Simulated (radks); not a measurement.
# Valence configurations of Ce⁺

One table from this session's results is given with a row withheld; the runs are named, their logs left out.

Program: radks (a radial shooting solver on a logarithmic mesh, Libxc functionals) version 1. Level of theory: scalar-relativistic Kohn-Sham, LDA (Slater exchange, Perdew-Wang correlation), spin-polarised, spherical densities, finite nucleus; open shells are filled with parallel spins first. These are calculated values, not measurements, unless marked.

## Starting point

- element: cerium (Z = 58)
- charge: +1
- electrons: 57
- configuration: [Xe] 4f1 5d2
- nuclear rms radius: 4.8771 fm
- others tried: 4f0.5 5d2.5; 5d3; 4f1 5d1 6p1; 4f2 5d1; 4f0.5 5d2 6s0.5; 5d2 6p1; 4f1.5 5d1.5; 5d2 6s1; 4f0.5 5d2 6p0.5

The outer shells:

Ce⁺
```
[Xe] core
4f [↑ ][  ][  ][  ][  ][  ][  ]
5d [↑ ][↑ ][  ][  ][  ]
```

Set-up of the first run:

The run's settings:

```text
Z 58
configuration [Xe] 4f1 5d2
relativity scalar-relativistic
functional lda,pw
spin polarised
nucleus finite rms 4.8771 fm
c 137.035999084
```

Steps of the session up to this table: [Xe] 4f1 5d2.

One table of the session follows, with a row left open; its other results are not shown here.

It belongs to the step «[Xe] 4f1 5d2». Sizes of the orbitals, from the radial functions (bohr):

```
  level    <r>  outermost maximum (interpolated)  90 % within  nodes
  5s up  1.520                              1.37         2.19      4
5s down  1.517                              1.37         2.18      4
  5p up  1.771                              1.55         2.59      3
5p down  1.766                              1.54         2.58      3
  4f up      ?                                 ?            ?      ?
4f down  1.105                             0.709         1.91      0
  5d up  2.815                              2.20         4.38      2
5d down  2.885                              2.20         4.55      2
```

Estimate the missing values for 4f up.

As computed: <r>: 1.113; outermost maximum (interpolated): 0.709; 90 % within: 1.93; nodes: 0. In the column «<r>» it lies between 4f down (1.105) and 5s down (1.517).
